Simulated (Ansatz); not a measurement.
# Te2I3: the cost of one run

Method: DFT PBE, scalar-relativistic, plane waves, PAW, in Ansatz 0.2.0.

## (1) Starting point

It takes space group R32 (No. 155, trigonal). Conventional cell: a = 7.982 Å, b = 7.982 Å, c = 9.597 Å, α = 90.00°, β = 90.00°, γ = 120.00°. Around Te (site symmetry 3) lie 6 I at 3.15 to 3.16 Å. Around I (site symmetry 2) lie 4 Te at 3.15 to 3.16 Å and 4 I at 3.41 to 3.42 Å.

Structure file:

```cif
data_structure
_symmetry_space_group_name_H-M 'R32:H'
_symmetry_Int_Tables_number 155
_cell_length_a 7.9821
_cell_length_b 7.9821
_cell_length_c 9.5970
_cell_angle_alpha 90.000
_cell_angle_beta 90.000
_cell_angle_gamma 120.000
_cell_volume 529.54
loop_
_atom_site_label
_atom_site_type_symbol
_atom_site_symmetry_multiplicity
_atom_site_Wyckoff_symbol
_atom_site_fract_x
_atom_site_fract_y
_atom_site_fract_z
_atom_site_occupancy
Te1 Te 6 c 0.00000 0.00000 0.25788 1
I1 I 9 d 0.91344 0.33333 0.33333 1
```

The cell is invented: species swapped into a database cell of Ni3Se2 (R32, No. 155), with I on the Ni sites and Te on the Se sites. Its size is a rough estimate.

## (2) A first look at the guess

input.yaml reads:

```yaml
crystal:
  lattice:
    - [3.991047, 2.30423206, 3.19900462]
    - [-3.991047, 2.30423206, 3.19900462]
    - [0.0, -4.60846412, 3.19900462]
  atoms:
    - { symbol: Te, position: [0.25788435, 0.25788435, 0.25788435] }
    - { symbol: Te, position: [0.74211565, 0.74211565, 0.74211565] }
    - { symbol: I, position: [0.24677157, 0.75322843, 0.0] }
    - { symbol: I, position: [0.0, 0.24677157, 0.75322843] }
    - { symbol: I, position: [0.75322843, 0.0, 0.24677157] }
basis:
  ecutwfc: 420
kpoints:
  mp_grid: { grid: [3, 3, 3] }
hamiltonian:
  xc: pbe
scf:
  occupations: { method: gaussian, width: 0.1 }
  lower_state_search: "off"
output:
  forces: true
  stress: true
  eigenvalues: true
```

Started as:

```
> ansatz run input.yaml --threads 1 --pin off --max-ram 2560MiB --backend cpu --events-out ev --progress --plain --runs-dir out
```

**Question.** How long does this run take on 1 thread of Intel Xeon 6975P-C (Granite Rapids), shared host, and how much memory does it need?

About 2.5 s, with a peak of 0.41 GiB.
